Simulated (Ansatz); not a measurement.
# MgW: the cost of one run

Computed with Ansatz 0.2.0 (DFT PBE, scalar-relativistic, plane waves, PAW, unless a step's input says otherwise).

2 further runs of the same task are left out: 2 set aside as unsound or not needed.

## Step 1: The structure to begin with

The structure is orthorhombic, space group Cmmm (No. 65). The conventional cell has a = 3.366 Å, b = 4.285 Å, c = 4.744 Å, α = 90.00°, β = 90.00°, γ = 90.00°. Mg (site symmetry mmm) has 4 Mg at 2.72 Å and 4 W at 2.91 Å in its first shell of neighbours. Around W (site symmetry mmm) lie 4 W at 2.72 Å and 4 Mg at 2.91 Å.

Structure file:

```
CELL_PARAMETERS angstrom
4.74384 0.00000 0.01447
0.00000 3.36642 0.00000
-0.01304 0.00000 4.28464
ATOMIC_POSITIONS crystal
Mg 0.50000 0.25000 0.75000
Mg 0.50000 0.75000 0.25000
W 0.00000 0.75000 0.75000
W 0.00000 0.25000 0.25000
```

It is the result of an earlier relaxation at this level (volume 17.11 Å³/atom; gap on the mesh: none (metal)).

## Step 2: Bands, states and charges

The input, input.yaml:

```yaml
crystal:
  lattice:
    - [4.7438434523, 0.0, 0.0144657669]
    - [0.0, 3.3664246306, 0.0]
    - [-0.0130370702, 0.0, 4.2846440661]
  atoms:
    - { symbol: Mg, position: [0.5, 0.2500044697, 0.75] }
    - { symbol: Mg, position: [0.5, 0.7499955303, 0.25] }
    - { symbol: W, position: [0.0, 0.7499979627, 0.75] }
    - { symbol: W, position: [0.0, 0.2500020373, 0.25] }
basis:
  ecutwfc: 420
kpoints:
  mp_grid: { grid: [10, 14, 10] }
  band_path:
    path:
      - [[0.0, 0.0, 0.0], [-7.35e-06, 0.0, -1.0], [-7.35e-06, -0.19134432, -1.0]]
      - [[0.0, -0.80865568, 0.0], [0.0, 0.0, 0.0], [0.5, 0.0, 0.0], [0.5, -0.80865568, 0.0]]
      - [[0.49999265, -0.19134432, -1.0], [0.49999265, 0.0, -1.0], [-7.35e-06, 0.0, -1.0]]
      - [[0.0, 0.0, 0.0], [-3.67e-06, -0.5, -0.5], [0.49999633, -0.5, -0.5], [0.5, 0.0, 0.0], [0.49999265, 0.0, -1.0]]
    npoints: 14
hamiltonian:
  xc: pbe
scf:
  occupations: { method: gaussian, width: 0.1 }
  n_extra_bands: 10
output:
  forces: true
  stress: true
  eigenvalues: true
  populations: true
  dos: { projected: true, de: 0.02, nscf_kmesh: { grid: [15, 21, 15] } }
  bader: true
  write_density: true
  write_potential: true
  elf: true
  volumetric_format: npy
```

Command:

```bash
$ ansatz run input.yaml --threads 1 --pin off --max-ram 2560MiB --backend cpu --events-out ev --progress --plain --runs-dir out
```

What time and memory should one allow on 1 thread of Arm Neoverse V1, shared host?

About 3.8 min, with a peak of 1.7 GiB.
